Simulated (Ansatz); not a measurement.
# Cl2H5NOSi: the cost of one run

Computed with Ansatz 0.2.0, Gaussian basis. Level: PBE0-D4, def2-SVP first, then def2-TZVP.

152 further runs of the same task are left out: 152 set aside as unsound or not needed. Runs told in other sessions of the task aren't counted.

### Step 1. Where the work starts

The guess: 10 atoms, charge 0, spin multiplicity 1.

Atoms are counted from 1 here; the program's logs count them from 0.

Bond lengths: Si1–N2 1.853 Å, Si1–Cl3 2.116 Å, Si1–Cl4 2.005 Å, Si1–H5 1.452 Å, N2–H6 1.275 Å, N2–H8 1.014 Å, N2–H9 1.012 Å, H6–O7 1.234 Å, O7–H10 0.957 Å. Angles: N2–Si1–Cl3 94.6°, N2–Si1–Cl4 112.0°, N2–Si1–H5 119.6°, Cl3–Si1–Cl4 100.6°, Cl3–Si1–H5 95.9°, Cl4–Si1–H5 123.9°, Si1–N2–H6 81.9°, Si1–N2–H8 115.3°, Si1–N2–H9 115.2°, H6–N2–H8 116.7°, H6–N2–H9 118.9°, H8–N2–H9 107.3°, N2–H6–O7 130.7°, H6–O7–H10 120.5°.

As a file:

```mol
Cl2H5NOSi
  3D, bonds by distance, orders not assigned

 10  9  0  0  0  0  0  0  0  0999 V2000
   -0.6478   -0.4619   -0.2273 Si  0  0
    1.1436    0.0019   -0.1349 N   0  0
   -0.3531   -1.9850   -1.6667 Cl  0  0
   -1.2248   -1.5536    1.3528 Cl  0  0
   -1.5540    0.3342   -1.0359 H   0  0
    0.6771    0.9427    0.5875 H   0  0
   -0.4712    1.1576    0.9860 O   0  0
    1.7423   -0.6735    0.3264 H   0  0
    1.5760    0.2329   -1.0204 H   0  0
   -0.8881    2.0047    0.8324 H   0  0
  1  2  8  0
  1  3  8  0
  1  4  8  0
  1  5  8  0
  2  6  8  0
  2  8  8  0
  2  9  8  0
  6  7  8  0
  7 10  8  0
M  END
```

Distances that are to change: Si1–O7 2.03 Å, N2–H6 1.27 Å, Si1–N2 1.85 Å, H6–O7 1.23 Å.

### Step 2. Constrained relaxation of the guess

The input, hold/in.yaml:

```yaml
crystal:
  periodic: [false, false, false]
  atoms:
    - {symbol: Si, position_ang: [-0.647800, -0.461900, -0.227300]}
    - {symbol: N, position_ang: [1.143600, 0.001900, -0.134900]}
    - {symbol: Cl, position_ang: [-0.353100, -1.985000, -1.666700]}
    - {symbol: Cl, position_ang: [-1.224800, -1.553600, 1.352800]}
    - {symbol: H, position_ang: [-1.554000, 0.334200, -1.035900]}
    - {symbol: H, position_ang: [0.677100, 0.942700, 0.587500]}
    - {symbol: O, position_ang: [-0.471200, 1.157600, 0.986000]}
    - {symbol: H, position_ang: [1.742300, -0.673500, 0.326400]}
    - {symbol: H, position_ang: [1.576000, 0.232900, -1.020400]}
    - {symbol: H, position_ang: [-0.888100, 2.004700, 0.832400]}
basis:
  gaussian: {orbitals: def2-SVP}
hamiltonian: {xc: pbe0, dispersion: d4}
relax: {f_tol: 0.04, max_steps: 150, escape_saddle: false, constraints: [{distance: [0, 6]}, {distance: [1, 5]}, {distance: [0, 1]}, {distance: [5, 6]}]}
```

Started as:

```
$ ansatz run in.yaml --threads 8 --pin off --events-out ev --progress --plain --max-ram 19148MiB
```

**Question.** How long does this run take on 8 threads of Oxide Virtual Turin-like, shared host?

About 17 s.
